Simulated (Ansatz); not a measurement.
# CH5GaS2: small, medium and large basis sets

How large a basis does CH5GaS2 need? Two functionals are run in growing sets.

Computed with Ansatz 0.2.0, Gaussian basis. Level: one geometry, several basis sets.

Levels to be run: PBE0-D4/def2-SVP; ωB97M-V/def2-SVP; PBE0-D4/def2-QZVPP; ωB97M-V/def2-QZVPP; the functionals' def2-TZVPP values are taken from earlier runs.

## Step 1: The relaxed structure

An earlier PBE0-D4 in a triple-zeta def2 set relaxation fixed the geometry.

SMILES `[CH3][Ga]([SH])[SH]`, 9 atoms, charge 0, spin multiplicity 1.

Atoms are counted from 1 here; the program's logs count them from 0.

Bond lengths: C1–Ga2 1.955 Å, C1–H5 1.092 Å, C1–H6 1.092 Å, C1–H7 1.090 Å, Ga2–S3 2.203 Å, Ga2–S4 2.207 Å, S3–H8 1.343 Å, S4–H9 1.343 Å. Angles: Ga2–C1–H5 109.8°, Ga2–C1–H6 110.1°, Ga2–C1–H7 110.9°, H5–C1–H6 108.1°, H5–C1–H7 108.9°, H6–C1–H7 109.0°, C1–Ga2–S3 121.5°, C1–Ga2–S4 123.6°, S3–Ga2–S4 114.9°, Ga2–S3–H8 94.7°, Ga2–S4–H9 94.1°.

## Step 2: PBE0-D4 in def2-SVP

in.yaml reads:

```yaml
crystal:
  periodic: [false, false, false]
  atoms:
    - {symbol: C, position_ang: [0.096139, 1.157377, -0.965677]}
    - {symbol: Ga, position_ang: [0.148490, -0.398470, 0.217696]}
    - {symbol: S, position_ang: [1.846550, -1.802116, 0.200163]}
    - {symbol: S, position_ang: [-1.452988, -0.895921, 1.652557]}
    - {symbol: H, position_ang: [-0.738164, 1.062976, -1.663892]}
    - {symbol: H, position_ang: [-0.051929, 2.068031, -0.382149]}
    - {symbol: H, position_ang: [1.022511, 1.245898, -1.533580]}
    - {symbol: H, position_ang: [1.339237, -2.601556, 1.152680]}
    - {symbol: H, position_ang: [-2.209845, 0.163781, 1.322191]}
basis:
  gaussian: {orbitals: def2-SVP}
hamiltonian: {xc: pbe0, dispersion: d4}
output: {orbitals: {seedname: orbitals}}
```

Started as:

```
$ ansatz run in.yaml --threads 4 --pin off --events-out ev --progress --plain --max-ram 10444MiB
```

After this run come: ωB97M-V in def2-SVP; PBE0-D4 in def2-QZVPP; ωB97M-V in def2-QZVPP.

**Question.** What will the summary of the whole plan be? Wanted: PBE0-D4: double and triple zeta above quadruple; ωB97M-V: double and triple zeta above quadruple.

The runs gave:

```
                                       quantity           value
PBE0-D4: double and triple zeta above quadruple  17.40, 1.90 eV
ωB97M-V: double and triple zeta above quadruple  17.33, 1.83 eV
```

What this shows: PBE0-D4 gains 15.50 eV from double to triple zeta, then 1.90 eV more. These are total energies; as a rule much of such shifts cancels in differences, which this series doesn't test.
